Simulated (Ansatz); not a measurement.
# LiVB2: the cost of one run

Computed with Ansatz 0.2.0 (reference: DFT r2SCAN, plane waves, PAW, scalar-relativistic, no spin polarisation, unless a step's input says otherwise).

## Step 1: Starting point

Symmetry: R-3m, No. 166, trigonal system. The conventional cell has a = 2.808 Å, b = 2.808 Å, c = 14.620 Å, α = 90.00°, β = 90.00°, γ = 120.00°. Around V (site symmetry -3m) lie 6 B at 1.96 Å. Around B (site symmetry 3m) lie 3 V at 1.96 Å and 3 Li at 2.10 Å. Li (site symmetry -3m) is surrounded by 6 B at 2.10 Å.

As a file:

```
V B Li
1.0
     2.80774    0.00000    0.00000
    -1.40387    2.43158    0.00000
    -1.40387    0.81053    4.87317
V B Li
1 2 1
Direct
  0.50000 0.50000 0.50000
  0.24180 0.75820 0.72540
  0.75820 0.24180 0.27460
  0.00000 0.00000 0.00000
```

## Step 2: Reference

The input, input.yaml:

```yaml
crystal:
  lattice:
    - [2.80774045, 0.0, 0.0]
    - [-1.40387023, 2.43158091, 0.0]
    - [-1.40387023, 0.81052731, 4.87316681]
  atoms:
    - { symbol: V, position: [0.5, 0.5, 0.5] }
    - { symbol: B, position: [0.2418, 0.7582, 0.7254] }
    - { symbol: B, position: [0.7582, 0.2418, 0.2746] }
    - { symbol: Li, position: [0.0, 0.0, 0.0] }
  symmetry: { tolerance: 0.0003 }
kpoints:
  mp_grid: { grid: [7, 7, 7], shift: [0, 0, 0] }
magnetization:
  spin_polarized: false
scf:
  occupations: { method: fermi_dirac }
hamiltonian:
  pseudopotentials: { kind: paw }
  xc: r2scan
basis:
  ecutwfc: 500
output:
  forces: true
  stress: true
  eigenvalues: true
```

The run is started by

```bash
$ ansatz run input.yaml --threads 1 --pin off --max-ram 2560MiB --backend cpu --events-out ev --progress --plain --runs-dir out
```

Q: Estimate wall time and peak memory on 1 thread of Intel Xeon 6975P-C (Granite Rapids), shared host.

About 2.6 s, with a peak of 0.57 GiB.
